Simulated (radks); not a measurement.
**The Coulomb parameter U of the 4d shell of Cd²⁺**

Aim: U as the second difference [E(n + 0.5) + E(n − 0.5) − 2E(n)]/0.5², with all orbitals relaxed. Bare: the atom's charge changes with n. Screened: the 5p shell takes up the change. The start is a model configuration, not necessarily the ground state.

The numbers are computed with radks (a radial shooting solver on a logarithmic mesh, Libxc functionals) version 1 (scalar-relativistic Kohn-Sham, r2SCAN, spin-unpolarised, spherical densities, finite nucleus), except any that are marked as measured or tabulated.

### Step 1. The system

* element: cadmium (Z = 48)
* charge: +2
* electrons: 46
* configuration: [Kr] 4d9 5p1
* nuclear rms radius: 4.6087 fm

The outer shells:

Cd²⁺
```
[Kr] core
4d [↑↓][↑↓][↑↓][↑↓][↑ ]
5p [↑ ][  ][  ]
```

### Step 2. Start: [Kr] 4d9 5p1

The run's settings:

```text
Z 48
configuration [Kr] 4d9 5p1
relativity scalar-relativistic
functional r2scan,r2scan
spin unpolarised
nucleus finite rms 4.6087 fm
c 137.035999084
```

### Step 3. Bare +0.5: [Kr] 4d9.5 5p1

Input: that of step 2 with these lines changed.

```diff
@@ -1,3 +1,3 @@
 Z 48
-configuration [Kr] 4d9 5p1
+configuration [Kr] 4d9.5 5p1
 relativity scalar-relativistic
```

### Step 4. Bare -0.5: [Kr] 4d8.5 5p1

Input: that of step 3 with these lines changed.

```diff
@@ -1,3 +1,3 @@
 Z 48
-configuration [Kr] 4d9.5 5p1
+configuration [Kr] 4d8.5 5p1
 relativity scalar-relativistic
```

### Step 5. Screened +0.5: [Kr] 4d9.5 5p0.5

Input: that of step 4 with these lines changed.

```diff
@@ -1,3 +1,3 @@
 Z 48
-configuration [Kr] 4d8.5 5p1
+configuration [Kr] 4d9.5 5p0.5
 relativity scalar-relativistic
```

### Step 6. Screened -0.5: [Kr] 4d8.5 5p1.5

Input: that of step 5 with these lines changed.

```diff
@@ -1,3 +1,3 @@
 Z 48
-configuration [Kr] 4d9.5 5p0.5
+configuration [Kr] 4d8.5 5p1.5
 relativity scalar-relativistic
```

Before running it: what results should come out?

As calculated:

```csv
quantity,value (eV)
"U, bare",14.896
"U, screened by 5p",3.597
"F0(4d,4d), frozen orbitals",20.481
```

What this shows: Relaxing the orbitals brings U down to 73 % of the Slater integral F0. Letting 5p compensate leaves 24 % of the bare value; this second difference measures U(4d,4d) + U(5p,5p) − 2U(4d,5p). A solid screens further than the bare atom, so the bare value is an upper guide for the U of a crystal.
